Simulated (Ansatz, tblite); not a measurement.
# The cluster Sn5Cl4+: competing shapes

An exercise on one series of results from a longer session: the logs are not shown, and one member is left open.

Program: Ansatz 0.2.0, Gaussian basis. Level of theory: relaxed with PBE-D4/def2-SVP, doublet. These are calculated values, not measurements.

8 further runs of the same task are left out: 4 that didn't finish, 4 set aside as unsound or not needed. Runs told in other sessions of the task aren't counted.

## Starting geometry

9 atoms, charge 1, spin multiplicity 2.

Atoms are counted from 1 here; the program's logs count them from 0.

Bond lengths: Sn1–Sn2 3.035 Å, Sn1–Cl7 2.589 Å, Sn1–Cl8 2.553 Å, Sn2–Sn4 2.804 Å, Sn2–Sn5 3.035 Å, Sn3–Cl6 2.520 Å, Sn3–Cl7 2.519 Å, Sn3–Cl9 2.514 Å, Sn4–Cl9 2.560 Å, Sn5–Cl6 2.589 Å, Sn5–Cl8 2.554 Å. Angles: Sn2–Sn1–Cl7 95.4°, Sn2–Sn1–Cl8 84.7°, Cl7–Sn1–Cl8 90.0°, Sn1–Sn2–Sn4 117.2°, Sn1–Sn2–Sn5 83.4°, Sn4–Sn2–Sn5 117.2°, Cl6–Sn3–Cl7 90.8°, Cl6–Sn3–Cl9 92.3°, Cl7–Sn3–Cl9 92.5°, Sn2–Sn4–Cl9 98.9°, Sn2–Sn5–Cl6 95.2°, Sn2–Sn5–Cl8 84.7°, Cl6–Sn5–Cl8 89.9°, Sn3–Cl6–Sn5 136.2°, Sn1–Cl7–Sn3 136.0°, Sn1–Cl8–Sn5 104.5°, Sn3–Cl9–Sn4 137.8°.

Sn takes a core potential in the def2 sets. No spin-orbit coupling is included. The ion is computed in the gas phase, without counter-ions or solvent.

A search from random starts with GFN2-xTB found 19 distinct shapes; 2 go on here. The structure above is candidate A, which lies 0.00 eV above the lowest at that level; B lies 0.84 eV above the lowest at that level.

Set-up of the first run:

in.yaml

```yaml
crystal:
  periodic: [false, false, false]
  atoms:
    - {symbol: Sn, position_ang: [2.063810, 0.370400, -1.703530]}
    - {symbol: Sn, position_ang: [0.469980, -2.096960, -0.941410]}
    - {symbol: Sn, position_ang: [-1.616850, 2.103460, 0.722270]}
    - {symbol: Sn, position_ang: [-2.287730, -2.050730, -1.447050]}
    - {symbol: Sn, position_ang: [1.376800, -1.388720, 1.867000]}
    - {symbol: Cl, position_ang: [-0.358650, 0.501960, 2.206020]}
    - {symbol: Cl, position_ang: [0.254840, 2.067920, -0.963060]}
    - {symbol: Cl, position_ang: [2.936970, 0.257790, 0.692910]}
    - {symbol: Cl, position_ang: [-2.839170, 0.234890, -0.433140]}
basis:
  gaussian: {orbitals: def2-SVP}
total_charge: 1
magnetization: {spin_polarized: true, initial_magnetization: 1}
hamiltonian: {xc: pbe, dispersion: d4}
scf: {lower_state_search: "off"}
output: {orbitals: {seedname: orbitals}}
relax: {f_tol: 0.03, max_steps: 70}
```

Run with:

```
ansatz run in.yaml --threads 4 --pin off --events-out ev --progress --plain --max-ram 6963MiB
```

Steps of the session up to this table: Relaxing candidate A; Relaxing candidate B; Candidate A, PBE0-D4/def2-SVP; Candidate A, PBE-D4/def2-SVP; Candidate A, r2SCAN-D4/def2-SVP.

One of the session's tables, all rows but one given; the rest of the session is left out.

It belongs to the step «A against B». 

```
             level  A above B (kcal/mol)
          GFN1-xTB                  +5.4
          GFN2-xTB                 -25.5
   PBE-D4/def2-SVP                     ?
r2SCAN-D4/def2-SVP                  +4.2
  PBE0-D4/def2-SVP                  +3.7
```

**Question.** Estimate the row for PBE-D4/def2-SVP.

The run gave: A above B (kcal/mol): +5.5. In the column «A above B (kcal/mol)» it is the highest.

Caveats from the session: The search was small, so a lower isomer may exist. Only doublets are compared; another spin may lie lower and prefer another shape.
